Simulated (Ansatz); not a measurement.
**NaCl: a single-point run**

Aim: a sound single-point run of NaCl. The structure is shown as the input types it.

The COD entry's cell or inner coordinates are ideal or old and differ from later refinements, so a difference from it is no clean test against experiment.

Computed with Ansatz 0.2.0 (Kohn-Sham DFT, with the functional, basis and potentials that each input names (as first typed), unless a step's input says otherwise).

## Step 1: The system as given

The structure is cubic, space group Fm-3m (No. 225). The conventional cell has a = 5.464 Å, b = 5.464 Å, c = 5.464 Å, α = 90.00°, β = 90.00°, γ = 90.00°. Around Na (site symmetry m-3m) lie 6 Cl at 2.73 Å. Cl (site symmetry m-3m) has 6 Na at 2.73 Å as nearest neighbours.

As a file:

```cif
data_structure
_symmetry_space_group_name_H-M 'Fm-3m'
_symmetry_Int_Tables_number 225
_cell_length_a 5.4644
_cell_length_b 5.4644
_cell_length_c 5.4644
_cell_angle_alpha 90.000
_cell_angle_beta 90.000
_cell_angle_gamma 90.000
_cell_volume 163.16
loop_
_atom_site_label
_atom_site_type_symbol
_atom_site_symmetry_multiplicity
_atom_site_Wyckoff_symbol
_atom_site_fract_x
_atom_site_fract_y
_atom_site_fract_z
_atom_site_occupancy
Na1 Na 4 a 0.00000 0.00000 0.00000 1
Cl1 Cl 4 b 0.50000 0.00000 0.00000 1
```

## Step 2: Input and run

Input file input.yaml:

```yaml
crystal:
  lattice:
    - [0.0, 2.73219360726, 2.73219360726]
    - [2.73219360726, 0.0, 2.73219360726]
    - [2.73219360726, 2.73219360726, 0.0]
  atoms:
    - { symbol: Na, position: [0.0, 0.0, 0.0] }
    - { symbol: Cl, position: [0.5, 0.5, 0.5] }
kpoints:
  mp_grid: { grid: [8, 8, 8] }
scf:
  occupations: { method: fixed }
  max_iter: 60
hamiltonian:
  xc: lda
  pseudopotentials: { kind: all_electron, lapw: { basis_error: 0.001 } }
  hubbard: { sites: [{ species: Cl, l: p, u_eff: 40.0 }] }
output:
  forces: true
  stress: true
  eigenvalues: true
  eigenstates:
    nscf_kmesh: { grid: [12, 12, 12] }
    de_dk: true
    e_range: [-9, 15.07365844852]
  optics:
    e_range: [0, 20]
    de: 0.2
    sigma: 0.15
    bands: { spectra_wanted_up_to: 20 }
    nscf_kmesh: { grid: [12, 12, 12] }
checkpoint:
  write: ck
  write_wavefunctions: false
```

The run is started by

```sh
$ ansatz run input.yaml --threads 1 --pin off --max-ram 3072MiB --backend cpu --events-out ev --progress --plain --runs-dir out
```

What happens when this is run?

The run converged and reported no error. Convergence says nothing about whether the input makes sense.

Look at the input: hamiltonian.hubbard.sites is [{species: Cl, l: p, u_eff: 40.0}]. A U of this value distorts the shell's occupations and the levels near the Fermi energy.

The test: delete hamiltonian.hubbard.sites.
